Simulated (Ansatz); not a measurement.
# Be: the cost of one run

Computed with Ansatz 0.2.0 (DFT PBEsol, scalar-relativistic, plane waves, PAW, unless a step's input says otherwise).

The COD cell was measured well above room temperature, so it is larger than a cold one.

1 further run of the same task is left out (for a broken database entry). Runs told in other sessions of the task aren't counted.

**1. The system as given**

Symmetry: P6_3/mmc, No. 194, hexagonal system. Conventional cell: a = 2.300 Å, b = 2.300 Å, c = 3.601 Å, α = 90.00°, β = 90.00°, γ = 120.00°. Around Be (site symmetry -6m2) lie 12 Be at 2.24 to 2.30 Å.

Coordinates:

```cif
data_structure
_symmetry_space_group_name_H-M 'P6_3/mmc'
_symmetry_Int_Tables_number 194
_cell_length_a 2.2995
_cell_length_b 2.2995
_cell_length_c 3.6009
_cell_angle_alpha 90.000
_cell_angle_beta 90.000
_cell_angle_gamma 120.000
_cell_volume 16.49
loop_
_atom_site_label
_atom_site_type_symbol
_atom_site_symmetry_multiplicity
_atom_site_Wyckoff_symbol
_atom_site_fract_x
_atom_site_fract_y
_atom_site_fract_z
_atom_site_occupancy
Be1 Be 2 c 0.33333 0.66667 0.25000 1
```

No relaxation comes first: the listed cell is the starting point.

**2. Zero of energy**

The reference gives a free energy of -180.6844 eV, pressure -5.72 GPa, largest force 0.000 eV/Å and gap on the mesh none (metal). It was computed beforehand with the settings of the runs below.

**3. The scan: one atom moved over a plane**

Atom 1 (Be) is moved by p along (0.000, 1.000, 0.000) and q along (0.000, 0.000, 1.000) (Å), all else fixed; its images in the other cells move with it. Points alike by symmetry are run once.

**4. p = -0.600, q = -0.600**

input.yaml

```yaml
crystal:
  lattice:
    - [2.2995019849, 0.0, 0.0]
    - [-1.1497509925, 1.991427135, 0.0]
    - [0.0, 0.0, 3.6009]
  atoms:
    - { symbol: Be, position: [0.1826876006, 0.3653752011, 0.0833749896] }
    - { symbol: Be, position: [0.6666666667, 0.3333333333, 0.75] }
basis:
  ecutwfc: 420
kpoints:
  mp_grid: { grid: [24, 24, 14] }
hamiltonian:
  xc: pbesol
scf:
  occupations: { method: gaussian, width: 0.15 }
output:
  forces: true
  stress: true
  eigenvalues: true
```

Started as:

```bash
> ansatz run input.yaml --threads 1 --pin off --max-ram 2560MiB --backend cpu --events-out ev --progress --plain --runs-dir out
```

**Question.** How long does this run take on 1 thread of Arm Neoverse V1, shared host, and how much memory does it need?

About 15 s, with a peak of 0.55 GiB.
